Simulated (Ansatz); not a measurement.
# BBrFH₃OSi: a ladder of functionals and wavefunction methods

One table from this session's results is given with a row withheld; the runs are named, their logs left out.

The runs use Ansatz 0.2.0, Gaussian basis; functionals in def2-TZVPP, the program's frozen cores in correlated methods.

The runs, in order: PBE-D4, r2SCAN-D4, PBE0-D4, B3LYP-D4, ωB97X-V, ωB97M-V, B2PLYP; CCSD(T)/def2-TZVPP; MP2/def2-QZVPP; extrapolation to the limit.

## Structure used throughout

All runs share one geometry, relaxed beforehand with PBE0-D4 in a triple-zeta def2 set.

SMILES `O[SiH2]B(F)Br`, 8 atoms, charge 0, spin multiplicity 1.

Atoms are counted from 1 here; the program's logs count them from 0.

Bond lengths: O1–Si2 1.646 Å, O1–H6 0.960 Å, Si2–B3 2.031 Å, Si2–H7 1.491 Å, Si2–H8 1.485 Å, B3–F4 1.312 Å, B3–Br5 1.933 Å. Angles: Si2–O1–H6 116.4°, O1–Si2–B3 110.1°, O1–Si2–H7 111.8°, O1–Si2–H8 108.2°, B3–Si2–H7 107.6°, B3–Si2–H8 110.9°, H7–Si2–H8 108.3°, Si2–B3–F4 124.5°, Si2–B3–Br5 118.8°, F4–B3–Br5 116.7°.

Set-up of the first run:

File in.yaml:

```yaml
crystal:
  periodic: [false, false, false]
  atoms:
    - {symbol: O, position_ang: [0.059207, 0.300546, 1.758049]}
    - {symbol: Si, position_ang: [0.621177, -0.458406, 0.409756]}
    - {symbol: B, position_ang: [-0.513154, 0.046041, -1.197484]}
    - {symbol: F, position_ang: [-0.434663, -0.531615, -2.372367]}
    - {symbol: Br, position_ang: [-1.779403, 1.496877, -1.024940]}
    - {symbol: H, position_ang: [-0.468358, 1.089285, 1.614937]}
    - {symbol: H, position_ang: [2.029913, -0.076934, 0.105793]}
    - {symbol: H, position_ang: [0.577481, -1.922793, 0.650358]}
basis:
  gaussian: {orbitals: def2-TZVPP}
hamiltonian: {xc: pbe, dispersion: d4}
output: {forces: true, orbitals: {seedname: orbitals}}
```

Run with:

```sh
$ ansatz run in.yaml --threads 4 --pin off --events-out ev --progress --plain --max-ram 10444MiB
```

Among the steps run: PBE-D4 (GGA); r2SCAN-D4 (meta-GGA); PBE0-D4 (hybrid); B3LYP-D4 (hybrid); ωB97X-V (range-separated); ωB97M-V (range-separated); B2PLYP (double hybrid); CCSD(T) in def2-TZVPP; MP2 in def2-QZVPP.

One table of the session follows, with a row left open; its other results are not shown here.

It belongs to the step «Atomisation energies». 

| method | atomisation energy (eV) |
| --- | --- |
| PBE-D4 | 30.348 |
| r2SCAN-D4 | 30.082 |
| PBE0-D4 | 29.701 |
| B3LYP-D4 | 29.683 |
| ωB97X-V | 29.918 |
| ωB97M-V | 29.870 |
| B2PLYP | 29.485 |
| HF/def2-TZVPP | 21.981 |
| MP2/def2-TZVPP | ? |
| CCSD/def2-TZVPP | 28.538 |
| CCSD(T)/def2-TZVPP | 29.031 |
| MP2/CBS | 30.859 |
| CCSD(T)/CBS | 29.933 |

**Question.** Estimate the row for MP2/def2-TZVPP.

As computed: atomisation energy (eV): 29.957. In the column «atomisation energy (eV)» it lies between CCSD(T)/CBS (29.933) and r2SCAN-D4 (30.082).
